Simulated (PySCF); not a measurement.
# C11H7N3O2: NMR shifts at several levels of theory, part 1 of 2

How much do the NMR shifts of C11H7N3O2 (`c1ccc(-c2nnc(-c3ccco3)o2)nc1`) depend on the level of theory, and what does each level cost?

Programs: PySCF 2.14.0, with density-fitted response routines of our own. Each step states its level of theory. These are calculated values for one molecule in the gas phase, unless marked as measured. Atoms count from 0, in the outputs and in this text.

## 1. The molecule as given

23 atoms, charge 0, multiplicity 1; geometry from: GFN2-xTB.

Bonds of the start (Å): C0–C1 1.39, C1–C2 1.38, C2–C3 1.40, C3–C4 1.45, C4–N5 1.30, N5–N6 1.34, N6–C7 1.30, C7–C8 1.43, C8–C9 1.38, C9–C10 1.41, C10–C11 1.37, C11–O12 1.34, C7–O13 1.35, C3–N14 1.33, N14–C15 1.32, C15–C0 1.39, O13–C4 1.35, O12–C8 1.35, C0–H16 1.08, C1–H17 1.08, C2–H18 1.08, C9–H19 1.07, C10–H20 1.07, C11–H21 1.07, C15–H22 1.08.

## 2. Optimising the geometry at PBE0-D3(BJ)/def2-SVP

What the job is given:

```
{"job": {"xc": "PBE0", "basis": "def2-SVP", "d3": "d3bj", "grid": 1, "kind": "geom"}, "charge": 0, "multiplicity": 1}
C     -4.529990    -0.061510     1.555270
C     -4.524710    -0.239020     0.178940
C     -3.313760    -0.254380    -0.488570
C     -2.148630    -0.088620     0.262940
C     -0.859500    -0.098800    -0.396940
N     -0.638450    -0.248480    -1.672220
N      0.682530    -0.196890    -1.858560
C      1.225570    -0.016720    -0.685920
C      2.609640     0.105090    -0.346210
C      3.182620     0.294470     0.890770
C      4.571800     0.345050     0.666090
C      4.738500     0.183860    -0.679670
O      3.561880     0.038370    -1.296620
O      0.292900     0.054160     0.289080
N     -2.150570     0.081290     1.582310
C     -3.312340     0.093300     2.204300
H     -5.454150    -0.042890     2.111560
H     -5.450700    -0.363710    -0.363110
H     -3.239310    -0.388930    -1.554710
H      2.662620     0.383460     1.822480
H      5.338490     0.481710     1.400560
H      5.619950     0.155820    -1.289660
H     -3.261160     0.234250     3.275920
```

Output:

```text
step   0  E = -736.69271362  max force = 0.018457
step   1  E = -736.69475773  max force = 0.011066
step   2  E = -736.69519982  max force = 0.005699
step   3  E = -736.69543842  max force = 0.004862
step   4  E = -736.69541675  max force = 0.005954
step   5  E = -736.69555518  max force = 0.001204
step   6  E = -736.69550804  max force = 0.002076
step   7  E = -736.69556519  max force = 0.000952
step   8  E = -736.69557529  max force = 0.000220
optimisation converged
```

Run time: 2.3 min. Hardware: 8 threads of AMD EPYC 9R14 (Zen 4), shared host.

Step by step: (the energy doesn't fall at every step)

```
step  energy from step 0 (eV)  largest force component (eV/Å)
   0                   0.0000                          0.9491
   1                  -0.0556                          0.5690
   2                  -0.0677                          0.2931
   3                  -0.0741                          0.2500
   4                  -0.0736                          0.3062
   5                  -0.0773                          0.0619
   6                  -0.0760                          0.1068
   7                  -0.0776                          0.0490
   8                  -0.0779                          0.0113
```

Distances of close pairs at the start and the end, largest changes first:

```
   bond  before (Å)  after (Å)  change (Å)
  N5–N6       1.335      1.362      +0.027
C10–H20       1.070      1.087      +0.017
 C9–H19       1.071      1.087      +0.017
 C9–C10       1.408      1.424      +0.016
C11–H21       1.072      1.087      +0.014
 C2–H18       1.077      1.091      +0.014
C15–H22       1.082      1.096      +0.014
 C0–H16       1.079      1.092      +0.013
```

The final coordinates are the input of the step that follows.

```
                         at the end point                value
  point group (found at 0.08 Å tolerance)                   Cs
rotational constants (GHz, main isotopes)  1.961, 0.247, 0.220
                        dipole moment (D)                 3.01
```

## 3. Nuclear shieldings: PBE0/pcSseg-1

What the job is given:

```
{"job": {"kind": "nmr", "xc": "PBE0", "basis": "pcSseg-1", "pop": false}, "charge": 0, "multiplicity": 1}
C     -4.536925    -0.072199     1.555822
C     -4.533112    -0.253223     0.173554
C     -3.316648    -0.266507    -0.496060
C     -2.148690    -0.095631     0.259617
C     -0.859116    -0.105086    -0.425341
N     -0.636790    -0.252019    -1.695683
N      0.711801    -0.192634    -1.877035
C      1.227017    -0.012554    -0.695875
C      2.603855     0.118781    -0.305562
C      3.190005     0.302317     0.921480
C      4.591012     0.356521     0.674421
C      4.738582     0.202172    -0.675220
O      3.543454     0.058760    -1.270518
O      0.286407     0.051871     0.266781
N     -2.142875     0.077724     1.581664
C     -3.313602     0.088166     2.207680
H     -5.469770    -0.054740     2.122765
H     -5.468289    -0.382450    -0.376178
H     -3.242080    -0.403390    -1.575893
H      2.669591     0.385666     1.872394
H      5.386814     0.492167     1.402838
H      5.604655     0.174564    -1.331133
H     -3.282067     0.232603     3.293515
```

Method: GIAO PBE0/pcSseg-1 NMR shielding, non-relativistic, gas phase.

Output:

```text
coarse grid: 21648 points
cycle   1  E = -736.9011705002  dE =  3.653e+00  |g| = 7.125e-01  |ddm| = 5.121e+00
cycle   2  E = -736.8174058895  dE =  8.376e-02  |g| = 9.871e-01  |ddm| = 1.459e+00
cycle   3  E = -737.0046034538  dE = -1.872e-01  |g| = 1.224e-01  |ddm| = 7.878e-01
cycle   4  E = -737.0063412927  dE = -1.738e-03  |g| = 8.332e-02  |ddm| = 1.687e-01
cycle   5  E = -737.0078672886  dE = -1.526e-03  |g| = 2.065e-02  |ddm| = 8.856e-02
cycle   6  E = -737.0079372969  dE = -7.001e-05  |g| = 9.299e-03  |ddm| = 2.422e-02
cycle   7  E = -737.0079558699  dE = -1.857e-05  |g| = 2.067e-03  |ddm| = 9.424e-03
cycle   8  E = -737.0079568621  dE = -9.922e-07  |g| = 6.446e-04  |ddm| = 2.505e-03
final grid: 216288 points
cycle   9  E = -737.1190781106  dE = -4.695e-05  |g| = 1.545e-02  |ddm| = 6.678e-02
cycle  10  E = -737.1189987627  dE =  7.935e-05  |g| = 2.582e-02  |ddm| = 3.097e-02
cycle  11  E = -737.1191218255  dE = -1.231e-04  |g| = 3.062e-03  |ddm| = 2.004e-02
cycle  12  E = -737.1191239797  dE = -2.154e-06  |g| = 7.967e-04  |ddm| = 3.524e-03
cycle  13  E = -737.1191241021  dE = -1.224e-07  |g| = 2.442e-04  |ddm| = 8.778e-04
cycle  14  E = -737.1191241124  dE = -1.028e-08  |g| = 1.218e-04  |ddm| = 3.249e-04
cycle  15  E = -737.1191241157  dE = -3.265e-09  |g| = 2.602e-05  |ddm| = 1.260e-04
cycle  16  E = -737.1191241158  dE = -1.291e-10  |g| = 8.509e-06  |ddm| = 2.950e-05
converged SCF energy = -737.1191241158

GIAO shielding tensors (ppm)
atom      isotropic    diamagn.    paramagn.     s11        s22        s33       span
  0 C       54.733     259.760    -205.027    -57.782     47.133    174.847    232.629
  1 C       42.454     251.416    -208.962    -71.798     19.869    179.291    251.088
  2 C       55.391     251.249    -195.858    -53.418     42.583    177.008    230.425
  3 C       35.420     251.928    -216.508    -70.743     36.635    140.368    211.111
  4 C       16.931     251.942    -235.010    -71.292     48.989     73.096    144.388
  5 N      -91.407     332.626    -424.033   -337.737   -102.252    165.766    503.503
  6 N      -82.759     330.012    -412.771   -320.263    -92.262    164.248    484.511
  7 C       22.379     253.555    -231.175    -62.859     51.302     78.695    141.554
  8 C       39.551     250.058    -210.507    -26.560     44.449    100.763    127.323
  9 C       64.485     252.326    -187.841    -13.617     48.071    159.000    172.616
 10 C       66.839     262.343    -195.504    -17.344     59.838    158.022    175.365
 11 C       34.537     248.291    -213.755    -45.823     43.464    105.970    151.793
 12 O       34.563     389.030    -354.467   -113.200    -34.784    251.675    364.875
 13 O       29.167     405.453    -376.286    -60.149    -35.127    182.776    242.925
 14 N      -84.889     329.867    -414.755   -403.707   -150.702    299.743    703.450
 15 C       29.164     247.364    -218.201    -80.402     22.927    144.965    225.366
 16 H       23.978      26.556      -2.578     21.369     23.706     26.858      5.489
 17 H       23.339      26.979      -3.640     20.025     23.532     26.460      6.435
 18 H       22.480      31.448      -8.968     17.771     22.182     27.486      9.715
 19 H       23.805      33.424      -9.618     20.064     24.659     26.693      6.628
 20 H       24.492      28.940      -4.448     22.226     25.211     26.038      3.811
 21 H       23.606      26.083      -2.477     20.332     24.875     25.611      5.280
 22 H       22.395      29.413      -7.018     18.162     22.818     26.206      8.045
```

Wall time 47 s (8 threads of AMD EPYC 9R14 (Zen 4), shared host).

The references, computed at this level on geometries of the same kind, shield at (ppm): 1H TMS 31.27, 13C TMS 184.4, 15N NH3 265.7, 17O H2O 334.6. Their shielding less the atom's gives the shift. The references are single molecules in the gas phase, so shifts against H2O, NH3, PH3, H3PO4 or CFCl3 are not on the usual liquid scales and can be off by tens of ppm.

```
atoms                                          environment  σ (ppm)  δ (ppm)  δ scaled to CDCl3
   C4  substituted aromatic carbon next to the ring oxygen     16.9    167.5              162.1
   C7  substituted aromatic carbon next to the ring oxygen     22.4    162.0              156.8
  C15                  aromatic CH next to a ring nitrogen     29.2    155.2              150.2
  C11                  aromatic CH next to the ring oxygen     34.5    149.9              145.0
   C3  substituted aromatic carbon next to a ring nitrogen     35.4    149.0              144.2
   C8  substituted aromatic carbon next to the ring oxygen     39.6    144.9              140.2
   C1                                          aromatic CH     42.5    142.0              137.3
   C0                                          aromatic CH     54.7    129.7              125.4
   C2                                          aromatic CH     55.4    129.0              124.8
   C9                                          aromatic CH     64.5    119.9              115.9
  C10                                          aromatic CH     66.8    117.6              113.7
  H22   hydrogen on an aromatic CH next to a ring nitrogen    22.40     8.87               8.62
  H18                           hydrogen on an aromatic CH    22.48     8.79               8.54
  H17                           hydrogen on an aromatic CH    23.34     7.93               7.73
  H21   hydrogen on an aromatic CH next to the ring oxygen    23.61     7.66               7.48
  H19                           hydrogen on an aromatic CH    23.81     7.46               7.29
  H16                           hydrogen on an aromatic CH    23.98     7.29               7.12
  H20                           hydrogen on an aromatic CH    24.49     6.78               6.64
   N5                   pyridine-type nitrogen of an azole    -91.4    357.1                  –
  N14                          pyridine-type ring nitrogen    -84.9    350.6                  –
   N6                   pyridine-type nitrogen of an azole    -82.8    348.4                  –
  O13                                 aromatic ring oxygen     29.2    305.4                  –
  O12                                 aromatic ring oxygen     34.6    300.0                  –
```

The scaled column applies a straight-line fit of computed shieldings to shifts measured in CDCl3 (root-mean-square error 0.21 ppm for H, 2.0 ppm for C).

Ring of atoms C0, C1, C2, C3, N14, C15: NICS(0) -6.5, NICS(1) -10.4, NICS(1)zz -25.6 ppm (means of both faces).

Ring of atoms C4, N5, N6, C7, O13: NICS(0) -7.6, NICS(1) -8.7, NICS(1)zz -21.0 ppm (means of both faces).

Ring of atoms C8, C9, C10, C11, O12: NICS(0) -11.3, NICS(1) -9.8, NICS(1)zz -24.6 ppm (means of both faces).

## 4. Nuclear shieldings: PBE/pcSseg-1

Same as in step 3 but for these lines:

```diff
@@ -1,2 +1,2 @@
-{"job": {"kind": "nmr", "xc": "PBE0", "basis": "pcSseg-1", "pop": false}, "charge": 0, "multiplicity": 1}
+{"job": {"kind": "nmr", "xc": "PBE", "basis": "pcSseg-1", "pop": false}, "charge": 0, "multiplicity": 1}
 C     -4.536925    -0.072199     1.555822
```

With the program's defaults for keys left out, this is: GIAO PBE/pcSseg-1 NMR shielding, non-relativistic, gas phase.

Output:

```text
coarse grid: 21648 points
cycle   1  E = -736.8218348029  dE =  3.020e+00  |g| = 8.184e-01  |ddm| = 5.207e+00
cycle   2  E = -736.5402810758  dE =  2.816e-01  |g| = 1.430e+00  |ddm| = 2.096e+00
cycle   3  E = -736.9534487605  dE = -4.132e-01  |g| = 2.210e-01  |ddm| = 1.273e+00
cycle   4  E = -736.9622652760  dE = -8.817e-03  |g| = 1.139e-01  |ddm| = 3.290e-01
cycle   5  E = -736.9653882138  dE = -3.123e-03  |g| = 4.118e-02  |ddm| = 1.450e-01
cycle   6  E = -736.9657259720  dE = -3.378e-04  |g| = 1.621e-02  |ddm| = 4.701e-02
cycle   7  E = -736.9657683535  dE = -4.238e-05  |g| = 7.723e-03  |ddm| = 1.847e-02
cycle   8  E = -736.9657823440  dE = -1.399e-05  |g| = 1.729e-03  |ddm| = 8.398e-03
cycle   9  E = -736.9657831059  dE = -7.619e-07  |g| = 5.988e-04  |ddm| = 2.643e-03
final grid: 216288 points
cycle  10  E = -737.1173906098  dE = -2.164e-05  |g| = 2.604e-02  |ddm| = 9.219e-02
cycle  11  E = -737.1167911118  dE =  5.995e-04  |g| = 6.132e-02  |ddm| = 6.665e-02
cycle  12  E = -737.1175005939  dE = -7.095e-04  |g| = 9.493e-03  |ddm| = 5.061e-02
cycle  13  E = -737.1175217702  dE = -2.118e-05  |g| = 2.609e-03  |ddm| = 1.089e-02
cycle  14  E = -737.1175231202  dE = -1.350e-06  |g| = 7.437e-04  |ddm| = 2.901e-03
cycle  15  E = -737.1175232145  dE = -9.434e-08  |g| = 3.883e-04  |ddm| = 9.332e-04
cycle  16  E = -737.1175232510  dE = -3.647e-08  |g| = 6.367e-05  |ddm| = 3.950e-04
cycle  17  E = -737.1175232517  dE = -6.717e-10  |g| = 2.656e-05  |ddm| = 7.861e-05
converged SCF energy = -737.1175232517

GIAO shielding tensors (ppm)
atom      isotropic    diamagn.    paramagn.     s11        s22        s33       span
  0 C       52.781     258.126    -205.346    -55.684     45.369    168.657    224.341
  1 C       41.410     249.858    -208.448    -68.789     19.905    173.115    241.905
  2 C       53.332     250.716    -197.384    -51.769     40.827    170.939    222.709
  3 C       33.573     252.875    -219.302    -65.573     33.163    133.129    198.702
  4 C       15.572     252.097    -236.525    -64.196     44.863     66.048    130.244
  5 N      -92.198     333.686    -425.884   -333.678    -99.690    156.775    490.453
  6 N      -83.365     331.675    -415.040   -316.879    -89.422    156.206    473.084
  7 C       21.547     253.967    -232.420    -54.703     48.115     71.230    125.934
  8 C       36.910     250.443    -213.534    -23.113     39.803     94.039    117.152
  9 C       63.232     252.724    -189.492    -10.963     46.931    153.729    164.692
 10 C       64.036     260.170    -196.134    -16.710     56.047    152.772    169.482
 11 C       33.569     247.751    -214.182    -40.771     42.107     99.370    140.141
 12 O       28.154     388.457    -360.303   -120.625    -36.281    241.367    361.992
 13 O       22.591     405.512    -382.921    -63.552    -39.012    170.335    233.887
 14 N      -80.689     330.387    -411.075   -394.209   -140.656    292.798    687.007
 15 C       27.077     248.121    -221.044    -77.311     21.414    137.129    214.440
 16 H       24.106      26.618      -2.512     21.808     23.576     26.935      5.126
 17 H       23.462      27.007      -3.545     20.385     23.445     26.557      6.172
 18 H       22.564      31.739      -9.175     18.144     22.095     27.452      9.308
 19 H       23.915      33.941     -10.026     20.430     24.543     26.772      6.342
 20 H       24.532      29.176      -4.644     22.547     25.300     25.750      3.203
 21 H       23.670      26.288      -2.618     20.635     24.879     25.496      4.860
 22 H       22.415      29.468      -7.053     18.338     22.688     26.220      7.883
```

Run time: 29 s. Hardware: 8 threads of AMD EPYC 9R14 (Zen 4), shared host.

Key values: δ C4 164.5, C7 158.5, C15 153.0, C11 146.5, H22 8.78, H18 8.63 ppm.

## 5. Nuclear shieldings: wB97X-D/pcSseg-1

Same as in step 4 but for these lines:

```diff
@@ -1,2 +1,2 @@
-{"job": {"kind": "nmr", "xc": "PBE", "basis": "pcSseg-1", "pop": false}, "charge": 0, "multiplicity": 1}
+{"job": {"kind": "nmr", "xc": "wB97X-D", "basis": "pcSseg-1", "pop": false}, "charge": 0, "multiplicity": 1}
 C     -4.536925    -0.072199     1.555822
```

With the program's defaults for keys left out, this is: GIAO wB97X-D/pcSseg-1 NMR shielding, non-relativistic, gas phase.

Output:

```text
coarse grid: 21648 points
cycle   1  E = -737.4115202343  dE =  4.299e+00  |g| = 8.273e-01  |ddm| = 5.065e+00
cycle   2  E = -737.4237826655  dE = -1.226e-02  |g| = 8.900e-01  |ddm| = 1.400e+00
cycle   3  E = -737.5639112319  dE = -1.401e-01  |g| = 9.779e-02  |ddm| = 6.479e-01
cycle   4  E = -737.5654696326  dE = -1.558e-03  |g| = 6.001e-02  |ddm| = 1.321e-01
cycle   5  E = -737.5661824688  dE = -7.128e-04  |g| = 2.177e-02  |ddm| = 6.832e-02
cycle   6  E = -737.5662782091  dE = -9.574e-05  |g| = 5.844e-03  |ddm| = 2.297e-02
cycle   7  E = -737.5662868923  dE = -8.683e-06  |g| = 1.863e-03  |ddm| = 7.158e-03
final grid: 216288 points
cycle   8  E = -737.6841275007  dE = -2.692e-04  |g| = 7.278e-03  |ddm| = 7.863e-02
cycle   9  E = -737.6841259351  dE =  1.566e-06  |g| = 8.515e-03  |ddm| = 1.461e-02
cycle  10  E = -737.6841402885  dE = -1.435e-05  |g| = 1.246e-03  |ddm| = 6.946e-03
cycle  11  E = -737.6841405606  dE = -2.721e-07  |g| = 7.656e-04  |ddm| = 1.923e-03
cycle  12  E = -737.6841406838  dE = -1.233e-07  |g| = 1.788e-04  |ddm| = 7.980e-04
cycle  13  E = -737.6841406924  dE = -8.501e-09  |g| = 5.969e-05  |ddm| = 2.485e-04
cycle  14  E = -737.6841406939  dE = -1.557e-09  |g| = 3.111e-05  |ddm| = 1.186e-04
cycle  15  E = -737.6841406943  dE = -3.474e-10  |g| = 7.744e-06  |ddm| = 4.805e-05
converged SCF energy = -737.6841406943

GIAO shielding tensors (ppm)
atom      isotropic    diamagn.    paramagn.     s11        s22        s33       span
  0 C       53.715     260.323    -206.608    -61.383     47.107    175.419    236.802
  1 C       40.866     252.396    -211.530    -75.807     18.527    179.876    255.683
  2 C       54.674     252.336    -197.662    -56.133     42.820    177.335    233.468
  3 C       33.747     252.539    -218.792    -76.359     37.143    140.456    216.815
  4 C       15.625     252.958    -237.333    -75.793     49.833     72.834    148.627
  5 N      -89.418     334.014    -423.432   -333.153   -101.274    166.173    499.325
  6 N      -80.991     331.320    -412.311   -315.333    -91.962    164.323    479.656
  7 C       20.642     254.457    -233.814    -68.111     51.373     78.665    146.776
  8 C       38.531     250.817    -212.286    -30.643     45.737    100.499    131.142
  9 C       63.321     252.632    -189.311    -17.576     48.223    159.315    176.891
 10 C       66.442     262.955    -196.514    -19.975     61.022    158.277    178.252
 11 C       33.171     248.423    -215.251    -49.621     43.175    105.960    155.581
 12 O       37.077     389.677    -352.600   -109.075    -34.208    254.513    363.588
 13 O       30.712     406.469    -375.758    -58.465    -36.820    187.421    245.886
 14 N      -86.815     329.694    -416.509   -403.817   -157.385    300.756    704.573
 15 C       28.213     247.338    -219.125    -83.502     22.406    145.735    229.237
 16 H       24.037      26.295      -2.259     21.397     23.747     26.966      5.569
 17 H       23.408      26.878      -3.470     20.125     23.559     26.540      6.415
 18 H       22.568      31.695      -9.127     17.842     22.231     27.631      9.789
 19 H       23.878      33.564      -9.686     20.162     24.678     26.794      6.633
 20 H       24.606      28.720      -4.114     22.327     25.336     26.157      3.830
 21 H       23.710      25.968      -2.258     20.404     25.042     25.683      5.279
 22 H       22.506      29.377      -6.871     18.250     22.927     26.340      8.090
```

It took 61 s on 8 threads of AMD EPYC 9R14 (Zen 4), shared host.

In short: δ C4 168.9, C7 163.9, C15 156.3, C11 151.4, H22 8.87, H18 8.81 ppm.

(Continued in part 2 of 2.)
